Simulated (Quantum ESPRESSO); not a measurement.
Crystal: Ru3C.

```
Ru C
1.0
     3.68320    0.00000    0.00000
     0.00000    3.68320    0.00000
     0.00000    0.00000    3.68320
Ru C
3 1
Direct
  0.00000 0.50000 0.50000
  0.50000 0.00000 0.50000
  0.50000 0.50000 0.00000
  0.00000 0.00000 0.00000
```

The cell was built by a generator and needn't be a form met in nature.

* Program: Quantum ESPRESSO 7.5
* Task: phonons
* Functional: rev-vdW-DF2
* Potentials or basis: GBRV 1.5 PBE
* Cutoff: 612 eV
* Density cutoff: 4898 eV
* k mesh: 7 × 7 × 7
* Occupations: cold, width 0.2 eV
* Spin: no spin polarisation
* Mixing beta: 0.5
* Most SCF iterations: 120
* SCF threshold: 8e-10 Ry

The cell and the atoms were relaxed first, to 12.31 Å³/atom (a = 3.665 Å, b = 3.665 Å, c = 3.665 Å, α = 90.00°, β = 90.00°, γ = 90.00°), and the response was taken there.

What is the highest optical frequency at the zone centre?

212 cm⁻¹, a mode of symmetry T1u (IR).

Optical modes at Γ, degenerate ones joined:
```
cm⁻¹  components  symmetry  active in
367i           3       T1u         IR
140i           3       T2u     silent
 212           3       T1u         IR
```

Caveat: the mesh is thin for the phonons of a metal; the potentials were made for another functional, which shifts forces and pressure; some modes are imaginary.
